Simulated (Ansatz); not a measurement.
This script drives the Ansatz DFT code, driven from Python.

The script reads `cl2h2o2si.xyz`:
```text
7

O    -0.80550    0.38170    1.07160
Si   -0.00750   -0.06240   -0.25870
O     1.11070   -1.16280    0.11500
Cl   -1.22880   -0.82410   -1.60440
Cl    0.89770    1.56240   -1.07360
H    -1.66560    0.93070    0.85270
H     1.76020   -0.89340    0.85170
```

`methods.py`:
```python
"""Cl2H2O2Si at several levels of theory."""

from pathlib import Path

import ansatz as az
import numpy as np


def main() -> None:
    molecule = az.Crystal.molecule_from_extxyz("cl2h2o2si.xyz")

    model = molecule.calculation().basis(gaussian="def2-SVP")

    print("functional    E (Ha)        dipole (D)   HOMO (eV)  LUMO (eV)")
    for name in ["pbe0", "cam_b3lyp", "r2scan0", "b3lyp"]:
        summary = model.functional(name).forces().orbitals().run(threads=1, runs_dir="runs").report
        lines = Path(summary["orbitals_path"]).read_text().splitlines()
        field_of = lambda key: [line.split("=")[1].strip() for line in lines if line.startswith(key)]
        orbitals = [(27.211386 * float(e), s, float(n)) for e, s, n in zip(field_of("Ene="), field_of("Spin="), field_of("Occup="))]
        homo = max(e for e, _, n in orbitals if n > 0.5)
        lumo = min(e for e, _, n in orbitals if n < 0.5)
        dipole = 4.803205 * np.linalg.norm(summary["charge_distribution"]["dipole_moment_e_ang"])
        print(f"{name:10s} {summary['free_energy_ev'] / 27.211386246:14.6f} {dipole:9.3f} {homo:11.3f} {lumo:10.3f}")


if __name__ == "__main__":
    main()
```

It is started by `python methods.py`. How long does it take on 1 thread of Arm Neoverse V2, with other jobs on the host, and how much memory does it need?

It took about 16 s, with a peak of 0.28 GiB, for 4 runs of the engine.

Output of `python methods.py`:
```text
functional    E (Ha)        dipole (D)   HOMO (eV)  LUMO (eV)
pbe0         -1360.652716     1.691      -8.935      0.560
cam_b3lyp    -1361.215683     1.675     -10.229      1.517
r2scan0      -1361.051230     1.737      -9.250      0.982
b3lyp        -1361.271400     1.638      -8.543      0.210
```

Caveats:
- These settings explore the input space; basis and method may be short of convergence.
- The geometry is a force-field or estimated start, not a minimum of this method, and the basis set is short of its limit. A lower total doesn't mark the better method: functionals have no common bound, and MP2 and coupled cluster aren't variational.
- b3lyp holds the VWN-RPA fit, as in Gaussian; the form of ORCA and Turbomole is b3lyp5.
- Levels such as HOMO and LUMO are orbital energies: with these approximate functionals they aren't the ionisation energy and electron affinity, and their gap isn't the fundamental gap.

(Lines on the test bed's own set-up are left out of the output.)
